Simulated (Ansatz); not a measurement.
# YBe13: the cost of one run

Method: DFT, PBE, plane-wave PAW, default files, scalar-relativistic, as far as a step names no other, in Ansatz 0.2.0.

1 further run of the same task is left out (it didn't finish).

### 1 The structure to begin with

It takes space group Fm-3c (No. 226, cubic). Conventional cell: a = 10.209 Å, b = 10.209 Å, c = 10.209 Å, α = 90.00°, β = 90.00°, γ = 90.00°. Y (site symmetry 432) has 24 Be at 3.00 Å as nearest neighbours. Be (site symmetry m-3) has 12 Be at 2.14 Å as nearest neighbours. Be (site symmetry m) is surrounded by 10 Be at 2.14 to 2.32 Å.

As a file:

```
Y Be
1.0
     0.00000    5.10454    5.10454
     5.10454    0.00000    5.10454
     5.10454    5.10454    0.00000
Y Be
2 26
Direct
  0.75000 0.75000 0.75000
  0.25000 0.25000 0.25000
  0.00000 0.00000 0.00000
  0.50000 0.50000 0.50000
  0.28971 0.06259 0.71029
  0.71029 0.93741 0.28971
  0.06259 0.28971 0.93741
  0.93741 0.71029 0.06259
  0.78971 0.43741 0.21029
  0.21029 0.56259 0.78971
  0.43741 0.78971 0.56259
  0.56259 0.21029 0.43741
  0.71029 0.28971 0.06259
  0.28971 0.71029 0.93741
  0.93741 0.06259 0.28971
  0.06259 0.93741 0.71029
  0.21029 0.78971 0.43741
  0.78971 0.21029 0.56259
  0.56259 0.43741 0.78971
  0.43741 0.56259 0.21029
  0.06259 0.71029 0.28971
  0.93741 0.28971 0.71029
  0.28971 0.93741 0.06259
  0.71029 0.06259 0.93741
  0.43741 0.21029 0.78971
  0.56259 0.78971 0.21029
  0.78971 0.56259 0.43741
  0.21029 0.43741 0.56259
```

### 2 First run, atoms as given

input.yaml reads:

```yaml
crystal:
  lattice:
    - [0.0, 5.10453791, 5.10453791]
    - [5.10453791, 0.0, 5.10453791]
    - [5.10453791, 5.10453791, 0.0]
  atoms:
    - { symbol: "Y", position: [0.75, 0.75, 0.75] }
    - { symbol: "Y", position: [0.25, 0.25, 0.25] }
    - { symbol: Be, position: [0.0, 0.0, 0.0] }
    - { symbol: Be, position: [0.5, 0.5, 0.5] }
    - { symbol: Be, position: [0.28971148, 0.06258985, 0.71028852] }
    - { symbol: Be, position: [0.71028852, 0.93741015, 0.28971148] }
    - { symbol: Be, position: [0.06258985, 0.28971148, 0.93741015] }
    - { symbol: Be, position: [0.93741015, 0.71028852, 0.06258985] }
    - { symbol: Be, position: [0.78971148, 0.43741015, 0.21028852] }
    - { symbol: Be, position: [0.21028852, 0.56258985, 0.78971148] }
    - { symbol: Be, position: [0.43741015, 0.78971148, 0.56258985] }
    - { symbol: Be, position: [0.56258985, 0.21028852, 0.43741015] }
    - { symbol: Be, position: [0.71028852, 0.28971148, 0.06258985] }
    - { symbol: Be, position: [0.28971148, 0.71028852, 0.93741015] }
    - { symbol: Be, position: [0.93741015, 0.06258985, 0.28971148] }
    - { symbol: Be, position: [0.06258985, 0.93741015, 0.71028852] }
    - { symbol: Be, position: [0.21028852, 0.78971148, 0.43741015] }
    - { symbol: Be, position: [0.78971148, 0.21028852, 0.56258985] }
    - { symbol: Be, position: [0.56258985, 0.43741015, 0.78971148] }
    - { symbol: Be, position: [0.43741015, 0.56258985, 0.21028852] }
    - { symbol: Be, position: [0.06258985, 0.71028852, 0.28971148] }
    - { symbol: Be, position: [0.93741015, 0.28971148, 0.71028852] }
    - { symbol: Be, position: [0.28971148, 0.93741015, 0.06258985] }
    - { symbol: Be, position: [0.71028852, 0.06258985, 0.93741015] }
    - { symbol: Be, position: [0.43741015, 0.21028852, 0.78971148] }
    - { symbol: Be, position: [0.56258985, 0.78971148, 0.21028852] }
    - { symbol: Be, position: [0.78971148, 0.56258985, 0.43741015] }
    - { symbol: Be, position: [0.21028852, 0.43741015, 0.56258985] }
kpoints:
  mp_grid: { grid: [5, 5, 5] }
scf:
  occupations: { method: fermi_dirac, width: 0.05 }
hamiltonian:
  xc: pbe
  pseudopotentials: { kind: paw }
output:
  forces: true
  stress: true
  populations: true
  efg: { quadrupole_moments_barn: { Be: 0.05288 }, contact_densities: true }
```

Command:

```
> ansatz run input.yaml --threads 1 --pin off --max-ram 2560MiB --backend cpu --events-out ev --progress --plain --runs-dir out
```

**Question.** How long does this run take on 1 thread of Arm Neoverse V1, shared host, and how much memory does it need?

About 20 s, with a peak of 0.6 GiB.
